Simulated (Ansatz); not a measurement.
# GeSiH3ClO (SMILES Cl[SiH]1[O][GeH2]1), step by step

We compute a series of 16 runs (HF/STO-3G, UHF/STO-3G, HF/3-21G, UHF/3-21G, HF/6-31G*, B3LYP/6-31G*, PBE/def2-SVP, MP2/6-31G*) of ClGeH3OSi. 

The calculation is run with Ansatz 0.2.0.

## Step 1: The system as given

The species is GeSiH3ClO (7 atoms), meant as a singlet with charge 0. SMILES: `Cl[SiH]1[O][GeH2]1`. The shape is that of a PBE0-D4/def2-TZVP optimisation. The run starts from this shape.

Bond lengths: Cl1–Si2 2.039 Å, Si2–O3 1.633 Å, Si2–Ge4 2.255 Å, O3–Ge4 1.905 Å, Si2–H5 1.478 Å, Ge4–H6 1.535 Å, Ge4–H7 1.534 Å. Some angles: Cl1–Si2–O3 117.0°, Cl1–Si2–Ge4 122.5°, O3–Si2–Ge4 56.0°, Si2–O3–Ge4 78.8°, Si2–Ge4–O3 45.3°, Cl1–Si2–H5 107.1°, O3–Si2–H5 118.0°, Ge4–Si2–H5 126.8°, Si2–Ge4–H6 124.6°, Si2–Ge4–H7 122.6°.

## Step 2: A structure relaxation at HF/STO-3G (start density atoms) (run 1)

File in.yaml:

```yaml
basis:
  gaussian:
    orbitals: STO-3G
crystal:
  periodic: [false, false, false]
  atoms:
    - {symbol: Cl, position_ang: [0.946700, -2.488800, 0.655700]}
    - {symbol: Si, position_ang: [-0.269300, -1.038200, -0.101800]}
    - {symbol: O, position_ang: [0.399800, 0.013200, -1.157400]}
    - {symbol: Ge, position_ang: [0.044800, 1.152900, 0.326900]}
    - {symbol: H, position_ang: [-1.538000, -1.691900, -0.484400]}
    - {symbol: H, position_ang: [-0.900200, 2.274100, -0.128200]}
    - {symbol: H, position_ang: [1.377500, 1.710600, 0.843500]}
hamiltonian:
  xc: hf
relax:
  f_tol: 0.002
output:
  orbitals: {seedname: orbitals}
```

Run with:

```bash
$ ansatz run in.yaml --threads 1 --pin off --max-ram 3480MiB --events-out events.jsonl --progress --plain --runs-dir runs
```

The log of the run:

```text
Warning: RAYON_NUM_THREADS=1 ignored (pool sized by the plan → 1); use --threads N
The last accepted step is kept in runs//last_step.txt (removed where the run ends without a failure and the disk answers)
[... 68 lines left out ...]
Total energy: -78030.63897453 eV, -2867.5730912474 hartree
[... 7 lines left out ...]
Dipole moment:    -0.530525     0.519485     0.166817 e Å
```

Wall time 13 s (1 thread of Arm Neoverse V2, shared host); peak memory 0.13 GiB.

Steps, from the record of the run:

```csv
step,energy from the first frame kept (eV),largest force (eV/Å)
1,0.0000,2.9098
2,-0.5566,1.5382
3,-0.6023,0.5272
4,-0.6074,0.1118
5,-0.6082,0.0282
6,-0.6083,0.0056
7,-0.6083,0.0026
8,-0.6083,0.0026
9,-0.6083,0.0007
```

After the run. Bond lengths: Cl1–Si2 2.088 Å, Si2–O3 1.695 Å, Si2–Ge4 2.159 Å, O3–Ge4 1.819 Å, Si2–H5 1.424 Å, Ge4–H6 1.423 Å, Ge4–H7 1.422 Å. Some angles: Cl1–Si2–O3 114.2°, Cl1–Si2–Ge4 121.8°, O3–Si2–Ge4 54.7°, Si2–O3–Ge4 75.7°, Si2–Ge4–O3 49.5°, Cl1–Si2–H5 107.4°, O3–Si2–H5 116.9°, Ge4–Si2–H5 129.0°, Si2–Ge4–H6 122.1°, Si2–Ge4–H7 122.1°.

## Step 3: The harmonic vibrations at HF/STO-3G (start density atoms) (run 2)

File input.yaml:

```yaml
crystal:
  periodic: [false, false, false]
  atoms:
    - {symbol: Cl, position_ang: [0.962413, -2.437501, 0.694956]}
    - {symbol: Si, position_ang: [-0.302998, -0.963536, -0.071446]}
    - {symbol: O, position_ang: [0.426224, 0.054594, -1.213790]}
    - {symbol: Ge, position_ang: [0.096886, 1.139120, 0.209083]}
    - {symbol: H, position_ang: [-1.515625, -1.602143, -0.457671]}
    - {symbol: H, position_ang: [-0.882037, 2.136106, -0.058161]}
    - {symbol: H, position_ang: [1.276437, 1.605260, 0.851329]}
basis:
  gaussian: {orbitals: STO-3G}
phonons: {temperatures: {t_min: 298.15, t_max: 298.15, t_step: 1}}
hamiltonian: {xc: hf}
```

Run with:

```bash
$ ansatz run input.yaml --threads 1 --pin off --max-ram 3480MiB --events-out events.jsonl --progress --plain --runs-dir runs
```

The log of the run:

```text
Warning: RAYON_NUM_THREADS=1 ignored (pool sized by the plan → 1); use --threads N
[... 232 lines left out ...]
Total energy: -78030.63895816 eV, -2867.5730906457 hartree
[... 7 lines left out ...]
Dipole moment:    -0.530525     0.519485     0.166818 e Å
Vibrations: 149.19 243.33 464.80 571.05 617.26 670.47 727.18 741.64 838.92 960.52 1000.17 1082.19 2409.22 2447.87 2865.57 cm⁻¹, zero-point energy 0.978817 eV
```

It took 29 s on 1 thread of Arm Neoverse V2, shared host; peak memory 0.099 GiB.

Runs 3 to 13 aren't shown in full; the table further down has their settings and results.

## Step 4: Vibrational wavenumbers at PBE/def2-SVP (start density atoms) (run 14)

File run.yaml:

```yaml
crystal:
  periodic: [false, false, false]
  atoms:
    - symbol: Cl
      position_ang: [0.963796, -2.521587, 0.672798]
    - symbol: Si
      position_ang: [-0.274490, -1.054676, -0.107017]
    - symbol: O
      position_ang: [0.409400, 0.022875, -1.191133]
    - symbol: Ge
      position_ang: [0.038719, 1.165575, 0.344551]
    - symbol: H
      position_ang: [-1.563089, -1.714228, -0.486674]
    - symbol: H
      position_ang: [-0.904658, 2.303822, -0.130702]
    - symbol: H
      position_ang: [1.391622, 1.730119, 0.852477]
basis:
  gaussian: {orbitals: def2-SVP}
hamiltonian: {xc: {name: PBE}}
phonons: {temperatures: {t_min: 298.15, t_max: 298.15, t_step: 1}}
```

Run with:

```bash
$ ansatz run run.yaml --threads 1 --pin off --max-ram 3480MiB --events-out events.jsonl --progress --plain --runs-dir runs
```

The log of the run:

```text
Warning: RAYON_NUM_THREADS=1 ignored (pool sized by the plan → 1); use --threads N
[... 32 lines left out ...]
1059 factors; their error is unknown
[... 25 lines left out ...]
1059 factors; their error is unknown
[... 25 lines left out ...]
1059 factors; their error is unknown
[... 24 lines left out ...]
1059 factors; their error is unknown
[... 25 lines left out ...]
1059 factors; their error is unknown
[... 25 lines left out ...]
1059 factors; their error is unknown
[... 25 lines left out ...]
1059 factors; their error is unknown
[... 15 lines left out ...]
1059 factors; their error is unknown
[... 4 lines left out ...]
1059 factors; their error is unknown
[... 4 lines left out ...]
1059 factors; their error is unknown
[... 4 lines left out ...]
1059 factors; their error is unknown
[... 5 lines left out ...]
1059 factors; their error is unknown
[... 4 lines left out ...]
1059 factors; their error is unknown
[... 11 lines left out ...]
Dipole moment:    -0.251857     0.168709     0.258459 e Å
Vibrations: 111.31 210.49 343.79 358.88 412.53 542.86 560.68 602.32 680.03 787.08 838.20 896.07 2053.59 2080.10 2189.01 cm⁻¹, zero-point energy 0.785250 eV
```

It took 79 s on 1 thread of Arm Neoverse V2, shared host; peak memory 0.13 GiB.

Run 15 isn't shown in full; the table further down has it.

## Step 5: Vibrational wavenumbers at MP2/6-31G(d) (Cartesian functions, start density atoms) (run 16)

File run.yaml:

```yaml
crystal:
  periodic: [false, false, false]
  atoms:
    - {symbol: Cl, position_ang: [0.943790, -2.487684, 0.680476]}
    - {symbol: Si, position_ang: [-0.267700, -1.046426, -0.119014]}
    - {symbol: O, position_ang: [0.407079, 0.015402, -1.204256]}
    - {symbol: Ge, position_ang: [0.045412, 1.155783, 0.329166]}
    - {symbol: H, position_ang: [-1.542811, -1.700020, -0.475865]}
    - {symbol: H, position_ang: [-0.904901, 2.283707, -0.110268]}
    - {symbol: H, position_ang: [1.380432, 1.711138, 0.854061]}
basis:
  gaussian:
    orbitals: "6-31G*"
correlation:
  method: mp2
phonons:
  temperatures: {t_min: 298.15, t_max: 298.15, t_step: 1}
```

Run with:

```bash
$ ansatz run run.yaml --threads 1 --pin off --max-ram 3480MiB --events-out events.jsonl --progress --plain --runs-dir runs
```

The log of the run:

```text
Warning: RAYON_NUM_THREADS=1 ignored (pool sized by the plan → 1); use --threads N
[... 26 lines left out ...]
20 core orbitals not correlated: weight in the atoms' cores, before any rotation towards them, 1.000 or more for the frozen orbitals, at most 0.000 for the correlated occupied ones
[... 101 lines left out ...]
20 core orbitals not correlated: weight in the atoms' cores, before any rotation towards them, 1.000 or more for the frozen orbitals, at most 0.000 for the correlated occupied ones
[... 100 lines left out ...]
20 core orbitals not correlated: weight in the atoms' cores, before any rotation towards them, 1.000 or more for the frozen orbitals, at most 0.000 for the correlated occupied ones
[... 99 lines left out ...]
Dipole moment:    -0.323166     0.250063     0.273943 e Å
[... 1 line left out ...]
Checks for a lower state left out: cluster_reference
```

Run time: 3.7 min. Hardware: 1 thread of Arm Neoverse V2, shared host; peak memory 0.22 GiB.

## Step 6: The series

```
run                                                    level         task  walk f tol  partner   energy (Eh)  dipole moment (D)  wall time
  1                          HF/STO-3G (start density atoms)     optimise       0.002     base  -2867.573091               3.66       13 s
  2                          HF/STO-3G (start density atoms)  frequencies           –     base  -2867.573091               3.66       29 s
  3                         UHF/STO-3G (start density atoms)       energy           –   cation  -2867.365986                  –      2.9 s
  4                         UHF/STO-3G (start density atoms)     optimise           –   cation  -2867.391662                  –       16 s
  5                           HF/3-21G (start density atoms)     optimise       0.002     base  -2886.272715               4.54       14 s
  6                           HF/3-21G (start density atoms)  frequencies           –     base  -2886.272716               4.54       35 s
  7                          UHF/3-21G (start density atoms)       energy           –   cation  -2885.960275                  –      3.3 s
  8                          UHF/3-21G (start density atoms)     optimise           –   cation  -2886.047799                  –       36 s
  9     HF/6-31G* (Cartesian functions, start density atoms)     optimise       0.002     base  -2900.129735               2.84       21 s
 10     HF/6-31G* (Cartesian functions, start density atoms)  frequencies           –     base  -2900.129735               2.84       94 s
 11  B3LYP/6-31G* (Cartesian functions, start density atoms)     optimise       0.002     base  -2903.536811               2.35       50 s
 12  B3LYP/6-31G* (Cartesian functions, start density atoms)  frequencies           –     base  -2903.536811               2.35    2.5 min
 13                       PBE/def2-SVP (start density atoms)     optimise       0.002     base  -2902.487315               1.91       23 s
 14                       PBE/def2-SVP (start density atoms)  frequencies           –     base  -2902.487315               1.91       79 s
 15    MP2/6-31G* (Cartesian functions, start density atoms)     optimise       0.002     base  -2900.777136               2.36       40 s
 16    MP2/6-31G* (Cartesian functions, start density atoms)  frequencies           –     base  -2900.777135               2.36    3.7 min
```

## Step 7: Outcome

| quantity | value |
| --- | --- |
| run 16, MP2/6-31G*: total energy | -2900.77714 Eh |
| run 16, MP2/6-31G*: dipole moment (correlated density) | 2.36 D |
| run 16, MP2/6-31G*: correlation energy (20 core orbitals frozen) | -649.5 mEh |
| run 16, MP2/6-31G*: largest force on an atom | 0.002 eV/Å |
| run 16, MP2/6-31G*: lowest harmonic wavenumber | 126 cm⁻¹ |
| run 16, MP2/6-31G*: highest harmonic wavenumber | 2354 cm⁻¹ |
| run 16, MP2/6-31G*: zero-point energy | 80.7 kJ/mol |
| vertical ionisation energy (to the doublet cation), HF/STO-3G | 5.636 eV |
| vertical ionisation energy (to the doublet cation), HF/3-21G | 8.502 eV |
| adiabatic ionisation energy (to the doublet cation, no zero-point term), HF/STO-3G | 4.937 eV |
| adiabatic ionisation energy (to the doublet cation, no zero-point term), HF/3-21G | 6.120 eV |

At HF/STO-3G: removing an electron at fixed nuclei costs 5.64 eV (544 kJ/mol). In a minimal basis such a difference can be off by several eV, whatever the method. At HF/3-21G: removing an electron at fixed nuclei costs 8.50 eV (196 kcal/mol). At HF/STO-3G: the adiabatic ionisation energy (to the doublet cation, no zero-point term) is 4.94 eV (114 kcal/mol). At HF/3-21G: the adiabatic ionisation energy (to the doublet cation, no zero-point term) is 6.12 eV (591 kJ/mol). The second species lost a bond as it relaxed, so this leads to another structure. Totals of different functionals can't be ranked against each other. In runs 1, 2, 3, 4 the basis is minimal, so the values are rough. All runs together took 14 min, the longest 3.7 min.
